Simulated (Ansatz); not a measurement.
# KScO3: the cost of one run

Program: Ansatz 0.2.0 through its Python package. Level of theory: DFT PBEsol, plane waves, norm-conserving potentials. These are calculated values, not measurements.

## (1) The system

KScO3 Pm-3m: It takes space group Pm-3m (No. 221, cubic). Conventional cell: a = 4.210 Å, b = 4.210 Å, c = 4.210 Å, α = 90.00°, β = 90.00°, γ = 90.00°. Around K (site symmetry m-3m) lie 12 O at 2.98 Å. Sc (site symmetry m-3m) has 6 O at 2.10 Å as nearest neighbours. O (site symmetry 4/mmm) has 2 Sc at 2.10 Å and 4 K at 2.98 Å as nearest neighbours.

KScS3 Pm-3m: It takes space group Pm-3m (No. 221, cubic). Conventional cell: a = 4.550 Å, b = 4.550 Å, c = 4.550 Å, α = 90.00°, β = 90.00°, γ = 90.00°. K (site symmetry m-3m) has 12 S at 3.22 Å as nearest neighbours. Sc (site symmetry m-3m) is surrounded by 6 S at 2.27 Å. S (site symmetry 4/mmm) has 2 Sc at 2.27 Å and 4 K at 3.22 Å as nearest neighbours.

KScSe3 Pm-3m: Symmetry: Pm-3m, No. 221, cubic system. Conventional cell: a = 4.670 Å, b = 4.670 Å, c = 4.670 Å, α = 90.00°, β = 90.00°, γ = 90.00°. Around K (site symmetry m-3m) lie 12 Se at 3.30 Å. Sc (site symmetry m-3m) has 6 Se at 2.33 Å as nearest neighbours. Se (site symmetry 4/mmm) is surrounded by 2 Sc at 2.33 Å and 4 K at 3.30 Å.

The script holds or builds the structure itself.

## (2) The script

Input file ksco3.py:

```python
import warnings

import ansatz as az
import numpy as np

FUNCTIONAL = "pbesol"
N_EMPTY = 8
KSPACING = 0.3
OCCUPATIONS = "cold"
WIDTH_EV = 0.02


def perovskite(a_site, b_site, x_site, a):
    return (
        az.Lattice.cubic(a)
        .space_group(221)
        .atom(a_site, (0, 0, 0))
        .atom(b_site, (0.5, 0.5, 0.5))
        .atom(x_site, (0.5, 0.5, 0))
    )


def compute(name, crystal, relax=True):
    calc = (
        crystal.calculation()
        .functional(FUNCTIONAL)
        .pseudopotentials("nc")
        .scf(extra_bands=N_EMPTY, self_checks="low")
        .eigensolver("auto")
        .kpoints(spacing=KSPACING)
        .occupations(OCCUPATIONS, width=WIDTH_EV)
        .stress()
        .band_table()
    )
    if relax:
        calc = calc.relax(force_tolerance=0.01, cell=True)
    return calc.run()

def bulk_modulus(name, outcome, step=0.01):
    # B = -V dP/dV from the pressures of two uniformly scaled cells, atoms held at their fractions
    pressure = []
    for factor in (1 - step, 1.0, 1 + step):
        cell = az.Crystal(lattice=az.Lattice.of(outcome.lattice.cell_ang * factor ** (1 / 3)))
        for site in outcome.report["lattice"]["sites"]:
            cell = cell.atom(site["symbol"], site["position_frac"])
        pressure.append(np.trace(compute(name, cell, relax=False).report["stress_gpa"]) / 3)
    slope, bend = (pressure[0] - pressure[2]) / (2 * step), abs(pressure[0] + pressure[2] - 2 * pressure[1])
    # a jump of mesh or basis between the cells shows as a kink: no modulus then
    return float(slope) if bend < 12 * step**2 * abs(slope) + 0.15 and abs(pressure[1]) < 1.5 else float("nan")

def relaxed_twice(name, crystal):
    # the second pass draws mesh and plane waves anew for the relaxed cell
    first = compute(name, crystal)
    again = az.Crystal(lattice=az.Lattice.of(first.lattice.cell_ang))
    for site in first.report["lattice"]["sites"]:
        again = again.atom(site["symbol"], site["position_frac"])
    return compute(name, again)


def volume_per_atom(outcome):
    return abs(np.linalg.det(outcome.lattice.cell_ang)) / len(outcome.lattice.sites)


def gap_ev(outcome):
    # nan where the run reports no band edges: a metal, overlapping bands, or a gap that is small against the smearing
    edges = outcome.report.get("band_edges_ev")
    return edges[1] - edges[0] if edges else float("nan")

warnings.simplefilter("ignore", az.DeckWarning)

phases = {}
phases["KScO3"] = perovskite("K", "Sc", "O", 4.21)
phases["KScS3"] = perovskite("K", "Sc", "S", 4.55)
phases["KScSe3"] = perovskite("K", "Sc", "Se", 4.67)

done = {}
for name, crystal in phases.items():
    try:
        done[name] = relaxed_twice(name, crystal)
    except az.NonConvergedError as error:
        print(name, "did not converge:", str(error)[:120])

rows = [(name, float(np.linalg.norm(o.lattice.cell_ang[0])), volume_per_atom(o), gap_ev(o), bulk_modulus(name, o)) for name, o in done.items()]
print("| compound | a (A) | V (A^3/atom) | gap on mesh (eV) | B (GPa) |")
print("| --- | --- | --- | --- | --- |")
for row in rows:
    print(f"| {row[0]} | {row[1]:.3f} | {row[2]:.3f} | {row[3]:.2f} | {row[4]:.0f} |")
```

## (3) The input behind the calls

The package turns the script's settings into the engine's input (first run):

```yaml
crystal:
  lattice:
    bravais: cubic
    a: 4.21
  space_group: 221
  atoms:
    - { symbol: K, position: [0.0, 0.0, 0.0] }
    - { symbol: Sc, position: [0.5, 0.5, 0.5] }
    - { symbol: O, position: [0.5, 0.5, 0.0] }
kpoints:
  mp_grid:
    kspacing: 0.3
hamiltonian:
  xc: pbesol
  pseudopotentials:
    kind: nc
scf:
  n_extra_bands: 8
  self_checks: low
  occupations:
    method: cold
    width: 0.02
  eigensolver:
    kind: auto
relax:
  f_tol: 0.01
  cell: {}
output:
  stress: true
  eigenvalues: true
```

## (4) Launch

Started as:

```console
python ksco3.py
```

What time and memory should one allow on 1 thread of Arm Neoverse N1, shared host?

About 13 min, with a peak of 0.72 GiB.
